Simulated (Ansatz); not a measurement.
# BAs: the cost of one run

Program: Ansatz 0.2.0. Level of theory: DFT LDA, scalar-relativistic, plane waves, PAW. These are calculated values, not measurements.

2 further runs of the same task are left out: 2 set aside as unsound or not needed.

### Step 1. The system as given

Symmetry: F-43m, No. 216, cubic system. Conventional cell: a = 4.732 Å, b = 4.732 Å, c = 4.732 Å, α = 90.00°, β = 90.00°, γ = 90.00°. B (site symmetry -43m) is surrounded by 4 As at 2.05 Å. Around As (site symmetry -43m) lie 4 B at 2.05 Å.

As a file:

```cif
data_structure
_symmetry_space_group_name_H-M 'P 1'
_symmetry_Int_Tables_number 1
_cell_length_a 3.3461
_cell_length_b 3.3461
_cell_length_c 3.3461
_cell_angle_alpha 60.000
_cell_angle_beta 60.000
_cell_angle_gamma 60.000
_cell_volume 26.49
loop_
_atom_site_label
_atom_site_type_symbol
_atom_site_fract_x
_atom_site_fract_y
_atom_site_fract_z
_atom_site_occupancy
B1 B 0.00000 0.00000 0.00000 1
As1 As 0.75000 0.75000 0.75000 1
```

It is the result of an earlier relaxation at this level (volume 13.25 Å³/atom; gap on the mesh: 1.10 eV).

### Step 2. Relaxing at 6 GPa

At a set pressure the run lowers the enthalpy E + PV, so the energy alone may rise along the way.

The input, input.yaml:

```yaml
crystal:
  lattice:
    - [0.0, 2.3660397192, 2.3660397192]
    - [2.3660397192, 0.0, 2.3660397192]
    - [2.3660397192, 2.3660397192, 0.0]
  atoms:
    - { symbol: B, position: [0.0, 0.0, 0.0] }
    - { symbol: As, position: [0.75, 0.75, 0.75] }
basis:
  ecutwfc: 420
kpoints:
  mp_grid: { grid: [10, 10, 10] }
hamiltonian:
  xc: lda
scf:
  occupations: { method: fixed }
output:
  forces: true
  stress: true
  eigenvalues: true
relax:
  adjacent_minimum: "off"
  f_tol: 0.001
  max_steps: 60
  cell: { stress_tol: 0.02, p_target: 6.0 }
```

Run with:

```
$ ansatz run input.yaml --threads 1 --pin off --max-ram 3072MiB --backend cpu --events-out ev --progress --plain --runs-dir out
```

What time and memory should one allow on 1 thread of Intel Xeon Platinum 8375C at 2.90GHz (Ice Lake), shared host?

About 14 s, with a peak of 0.35 GiB.
